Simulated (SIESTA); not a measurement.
Bi2Te: equation of state with PBE

Crystal: Bi2Te.

```
Bi Te
1.0
    -4.00791    4.00791    3.17432
     4.00791   -4.00791    3.17432
     4.00791    4.00791   -3.17432
Bi Te
4 2
Direct
  0.45247 0.62500 0.32747
  0.29753 0.12500 0.67253
  0.87500 0.54753 0.17253
  0.37500 0.70247 0.82747
  0.75000 0.25000 0.50000
  0.00000 0.00000 0.00000
```

The cell comes from a database or a generator and needn't be the stable form of this composition.

```
Program             : SIESTA 5.4.2
Task                : equation of state
Functional          : PBE
Potentials or basis : PseudoDojo 0.4 standard (PBE files)
Basis               : DZP (energy shift 0.003 Ry; two zetas on semicore shells)
Grid cutoff         : 500 Ry
Energy shift        : 0.003 Ry
k mesh              : 6 × 6 × 6
Occupations         : fermi-dirac, width 0.05 eV
Spin                : no spin polarisation
```

```yaml
Equilibrium_volume: 34.40 Å³/atom
Bulk_modulus_at_fixed_shape_and_positions: 47 GPa
Pressure_derivative_of_the_bulk_modulus: "4.5 (rough: it moves with the points fitted)"
```

Energy against volume, from the lowest point:
| volume (Å³/atom) | energy (meV/atom) |
| --- | --- |
| 31.954 | 28.77 |
| 32.634 | 14.23 |
| 33.314 | 4.96 |
| 33.993 | 0.40 |
| 34.673 | 0.00 |
| 35.353 | 3.35 |
| 36.033 | 10.16 |

All runs of the series together: 12 min on 1 thread of Arm Neoverse V1, on a shared host.

Caveat: the cell was scaled at fixed shape and fractional positions, which overstates the stiffness of a crystal with free parameters, most of all of layers and chains; the basis of atomic orbitals isn't converged, which shifts pressures, moduli and gaps.
